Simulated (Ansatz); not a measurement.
# C4H8Ge: up Jacob's ladder to CCSD(T)

Aim: compute C4H8Ge with functionals from several rungs and with coupled cluster. The yardstick is the atomisation energy at the CCSD(T) limit.

Method: functionals in def2-TZVPP, the program's frozen cores in correlated methods; program: Ansatz 0.2.0, Gaussian basis.

The runs, in order: PBE-D4, r2SCAN-D4, PBE0-D4, B3LYP-D4, ωB97X-V, ωB97M-V, B2PLYP; CCSD(T)/def2-TZVPP; MP2/def2-QZVPP; extrapolation to the limit.

**1. Structure used throughout**

An earlier PBE0-D4 in a triple-zeta def2 set relaxation fixed the geometry.

SMILES `[CH3][GeH2][C]1=CC1`, 13 atoms, charge 0, spin multiplicity 1.

Atoms are counted from 1 here; the program's logs count them from 0.

Bond lengths: C1–Ge2 1.951 Å, C1–H6 1.091 Å, C1–H7 1.091 Å, C1–H8 1.090 Å, Ge2–C3 1.923 Å, Ge2–H9 1.541 Å, Ge2–H10 1.538 Å, C3–C4 1.296 Å, C3–C5 1.518 Å, C4–C5 1.484 Å, C4–H11 1.077 Å, C5–H12 1.090 Å, C5–H13 1.090 Å. Angles: Ge2–C1–H6 110.4°, Ge2–C1–H7 109.9°, Ge2–C1–H8 110.1°, H6–C1–H7 108.8°, H6–C1–H8 108.9°, H7–C1–H8 108.7°, C1–Ge2–C3 109.6°, C1–Ge2–H9 110.3°, C1–Ge2–H10 110.9°, C3–Ge2–H9 108.7°, C3–Ge2–H10 108.3°, H9–Ge2–H10 109.0°, Ge2–C3–C4 150.0°, Ge2–C3–C5 146.9°, C4–C3–C5 63.1°, C3–C4–C5 65.8°, C3–C4–H11 148.6°, C5–C4–H11 145.6° and more.

**2. PBE-D4 (GGA)**

in.yaml reads:

```yaml
crystal:
  periodic: [false, false, false]
  atoms:
    - {symbol: C, position_ang: [-1.142430, -1.373627, 1.355700]}
    - {symbol: Ge, position_ang: [0.561474, -0.495081, 0.990878]}
    - {symbol: C, position_ang: [0.447065, 0.466553, -0.670072]}
    - {symbol: C, position_ang: [0.236898, 0.477484, -1.948382]}
    - {symbol: C, position_ang: [0.517550, 1.813248, -1.367160]}
    - {symbol: H, position_ang: [-1.088151, -1.935351, 2.289186]}
    - {symbol: H, position_ang: [-1.386986, -2.060621, 0.544834]}
    - {symbol: H, position_ang: [-1.936623, -0.630869, 1.436721]}
    - {symbol: H, position_ang: [1.689294, -1.538663, 0.880360]}
    - {symbol: H, position_ang: [0.912550, 0.505211, 2.105597]}
    - {symbol: H, position_ang: [0.014233, -0.071558, -2.848233]}
    - {symbol: H, position_ang: [1.489916, 2.280565, -1.524539]}
    - {symbol: H, position_ang: [-0.294293, 2.528109, -1.230090]}
basis:
  gaussian: {orbitals: def2-TZVPP}
hamiltonian: {xc: pbe, dispersion: d4}
output: {forces: true, orbitals: {seedname: orbitals}}
```

On the command line:

```sh
> ansatz run in.yaml --threads 2 --pin off --events-out ev --progress --plain --max-ram 22528MiB --backend cuda --devices 0, --max-vram 18GiB
```

After this run come: r2SCAN-D4 (meta-GGA); PBE0-D4 (hybrid); B3LYP-D4 (hybrid); ωB97X-V (range-separated); ωB97M-V (range-separated); B2PLYP (double hybrid); CCSD(T) in def2-TZVPP; MP2 in def2-QZVPP.

Before running them: what should the planned runs give, taken together? Wanted: atomisation energy, CCSD(T)/CBS; farthest; mean size of error, hybrid; mean size of error, range-separated; gap, smallest and largest; T1 diagnostic; triples share of the correlation energy.

**Answer**, as computed:

| quantity | value |
| --- | --- |
| atomisation energy, CCSD(T)/CBS | 50.653 eV |
| functionals within 0.507 eV (1.0 %) | r2SCAN-D4, PBE0-D4, B3LYP-D4, ωB97X-V, ωB97M-V |
| farthest | PBE-D4 (+1.033 eV) |
| mean size of error, hybrid | 0.226 eV |
| mean size of error, range-separated | 0.071 eV |
| gap, smallest and largest | 4.64 eV (PBE-D4), 11.22 eV (ωB97X-V) |
| T1 diagnostic | 0.0105 |
| triples share of the correlation energy | 4.2 % |

In words: PBE-D4 misses by +1.033 eV. Double hybrids carry the basis error of their MP2 part in triple zeta, and no dispersion term here, so their miss is partly the set-up's. The reference freezes the cores and leaves out relativity and excitations past (T), and its outer-core shells are covered unevenly, so misses under about 0.507 eV can't be ranked. Hartree-Fock recovers 74 % of the binding; the rest is correlation. The gap grows from 4.6 to 11.2 eV across the functionals, mostly with the share of exact exchange. Correlated methods include outer-core shells of Ge, which these sets cover unevenly.
